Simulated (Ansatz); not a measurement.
**C₂H₈B₂: how energies converge with the basis set**

One table from this session's results is given with a row withheld; the runs are named, their logs left out.

Program: Ansatz 0.2.0, Gaussian basis. Level of theory: one geometry, several basis sets. These are calculated values, not measurements.

Plan: PBE0-D4/def2-SVP; ωB97M-V/def2-SVP; PBE0-D4/def2-QZVPP; ωB97M-V/def2-QZVPP; the functionals' def2-TZVPP values are taken from earlier runs.

## Structure used throughout

The geometry comes from an earlier relaxation with PBE0-D4 in a triple-zeta def2 set; it is a stationary point, not always the lowest conformer.

SMILES `BCCB`, 12 atoms, charge 0, spin multiplicity 1.

Atoms are counted from 1 here; the program's logs count them from 0.

Bond lengths: B1–C2 1.537 Å, B1–H5 1.196 Å, B1–H6 1.194 Å, C2–C3 1.584 Å, C2–H7 1.109 Å, C2–H8 1.083 Å, C3–B4 1.537 Å, C3–H9 1.083 Å, C3–H10 1.109 Å, B4–H11 1.196 Å, B4–H12 1.194 Å. Angles: C2–B1–H5 119.1°, C2–B1–H6 119.5°, H5–B1–H6 121.3°, B1–C2–C3 79.0°, B1–C2–H7 115.6°, B1–C2–H8 122.5°, C3–C2–H7 113.1°, C3–C2–H8 110.3°, H7–C2–H8 111.7°, C2–C3–B4 79.0°, C2–C3–H9 110.3°, C2–C3–H10 113.1°, B4–C3–H9 122.5°, B4–C3–H10 115.6°, H9–C3–H10 111.7°, C3–B4–H11 119.1°, C3–B4–H12 119.5°, H11–B4–H12 121.3°.

The first run:

in.yaml

```yaml
crystal:
  periodic: [false, false, false]
  atoms:
    - {symbol: B, position_ang: [-0.397160, 1.374886, -0.446778]}
    - {symbol: C, position_ang: [-0.839748, -0.047489, -0.068666]}
    - {symbol: C, position_ang: [0.579771, 0.023422, 0.630078]}
    - {symbol: B, position_ang: [0.638043, -1.371653, -0.012084]}
    - {symbol: H, position_ang: [0.183784, 1.549015, -1.477193]}
    - {symbol: H, position_ang: [-0.687589, 2.289286, 0.263821]}
    - {symbol: H, position_ang: [-0.877118, -0.776085, -0.903275]}
    - {symbol: H, position_ang: [-1.611067, -0.241219, 0.665922]}
    - {symbol: H, position_ang: [0.466765, 0.168930, 1.696915]}
    - {symbol: H, position_ang: [1.247178, 0.786334, 0.181355]}
    - {symbol: H, position_ang: [1.101021, -1.488869, -1.108204]}
    - {symbol: H, position_ang: [0.273219, -2.321760, 0.612108]}
basis:
  gaussian: {orbitals: def2-SVP}
hamiltonian: {xc: pbe0, dispersion: d4}
output: {orbitals: {seedname: orbitals}}
```

On the command line:

```
$ ansatz run in.yaml --threads 2 --pin off --events-out ev --progress --plain --max-ram 4352MiB
```

Among the steps run: PBE0-D4 in def2-SVP; ωB97M-V in def2-SVP; PBE0-D4 in def2-QZVPP; ωB97M-V in def2-QZVPP.

One table of the session follows, with a row left open; its other results are not shown here.

```
functional       basis  HOMO (eV)  LUMO (eV)
   PBE0-D4    def2-SVP      -8.53      -0.31
   PBE0-D4  def2-TZVPP      -8.53      -0.44
   PBE0-D4  def2-QZVPP      -8.53      -0.48
   ωB97M-V    def2-SVP          ?          ?
   ωB97M-V  def2-TZVPP     -10.77       1.34
   ωB97M-V  def2-QZVPP     -10.76       1.10
```

**Question.** Estimate the row for ωB97M-V, def2-SVP.

As computed: HOMO (eV): -10.75; LUMO (eV): 1.70. In the column «HOMO (eV)» it lies between ωB97M-V, def2-QZVPP (-10.76) and PBE0-D4, def2-SVP (-8.53).
